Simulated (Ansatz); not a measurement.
# Ti6Al6CO: the cost of one run

Computed with Ansatz 0.2.0 (DFT PBE+D3(BJ), scalar-relativistic, plane waves, PAW, unless a step's input says otherwise).

5 further runs of the same task are left out: 1 that didn't finish, 4 set aside as unsound or not needed.

## 1. The system as given

Symmetry: P4/mmm, No. 123, tetragonal system. Conventional cell: a = 2.782 Å, b = 2.782 Å, c = 4.015 Å, α = 90.00°, β = 90.00°, γ = 90.00°. Ti (site symmetry 4/mmm) has 4 Ti at 2.78 Å and 8 Al at 2.81 Å as nearest neighbours. Al (site symmetry 4/mmm) has 4 Al at 2.78 Å and 8 Ti at 2.81 Å as nearest neighbours.

As a file:

```cif
data_structure
_symmetry_space_group_name_H-M 'P 1'
_symmetry_Int_Tables_number 1
_cell_length_a 2.7820
_cell_length_b 2.7820
_cell_length_c 4.0151
_cell_angle_alpha 90.000
_cell_angle_beta 90.000
_cell_angle_gamma 90.000
_cell_volume 31.08
loop_
_atom_site_label
_atom_site_type_symbol
_atom_site_fract_x
_atom_site_fract_y
_atom_site_fract_z
_atom_site_occupancy
Ti1 Ti 0.00000 0.00000 0.00000 1
Al1 Al 0.50000 0.50000 0.50000 1
```

This cell was relaxed beforehand with the same method: volume 15.54 Å³/atom, gap on the mesh none (metal).

## 2. The grid

Atoms count from 1 in the order of the input.

CO (O end down) is moved over the surface cell at a fixed height above a rigid substrate; the origin of the map has the adsorbate above Al11; the height is held at 3.60 Å.

First coordinate, position of O13 along the first surface vector, from above Al11: 4 values from 0.00 to 0.75, periodic. Second coordinate, position of O13 along the second surface vector, from above Al11: 4 values from 0.00 to 0.75, periodic.

Nothing else is relaxed. Points are written as (first, second).

The two vectors of the plane (Å): (2.782, 0.000, 0.000); (0.000, 4.885, 0.000).

## 3. Point (0/4, 0/4) of the map's two axes

A dipole layer in the vacuum cancels the field that periodic copies would set up if the slab's two faces differ.

The input, input.yaml:

```yaml
crystal:
  lattice:
    - [5.5640821095, 0.0, 0.0]
    - [0.0, 4.8847198225, 0.0]
    - [0.0, 0.0, 23.7242850386]
  atoms:
    - { symbol: Ti, position: [0.0, 0.3243752816, 0.1686036057] }
    - { symbol: Ti, position: [0.5, 0.3243752816, 0.1686036057] }
    - { symbol: Al, position: [0.25, 0.8243752816, 0.1686036057] }
    - { symbol: Al, position: [0.75, 0.8243752816, 0.1686036057] }
    - { symbol: Ti, position: [0.0, 0.6397042922, 0.2654835152] }
    - { symbol: Ti, position: [0.5, 0.6397042922, 0.2654835152] }
    - { symbol: Al, position: [0.25, 0.1422936993, 0.2644467] }
    - { symbol: Al, position: [0.75, 0.1422936993, 0.2644467] }
    - { symbol: Ti, position: [0.0, 0.9635566543, 0.3586694966] }
    - { symbol: Ti, position: [0.5, 0.9635566543, 0.3586694966] }
    - { symbol: Al, position: [0.25, 0.4605914795, 0.3656289336] }
    - { symbol: Al, position: [0.75, 0.4605914795, 0.3656289336] }
    - { symbol: O, position: [0.25, 0.4605914795, 0.5173721787] }
    - { symbol: C, position: [0.25, 0.4605914795, 0.5658457153] }
basis:
  ecutwfc: 420
kpoints:
  mp_grid: { grid: [5, 6, 1] }
hamiltonian:
  xc: pbe
  pseudopotentials: { kind: paw, azcp: { folder: soft_1 } }
  dispersion: d3bj
scf:
  occupations: { method: gaussian, width: 0.1 }
output:
  forces: true
  eigenvalues: true
efield:
  axis: 3
  dipole_correction: true
  ramp_width: 0.04
```

Launch:

```
ansatz run input.yaml --threads 4 --pin off --max-ram 12288MiB --backend cpu --events-out ev --progress --plain --runs-dir out
```

**Question.** How long does this run take on 4 threads of Arm Neoverse V2, shared host, and how much memory does it need?

About 18 s, with a peak of 1.3 GiB.
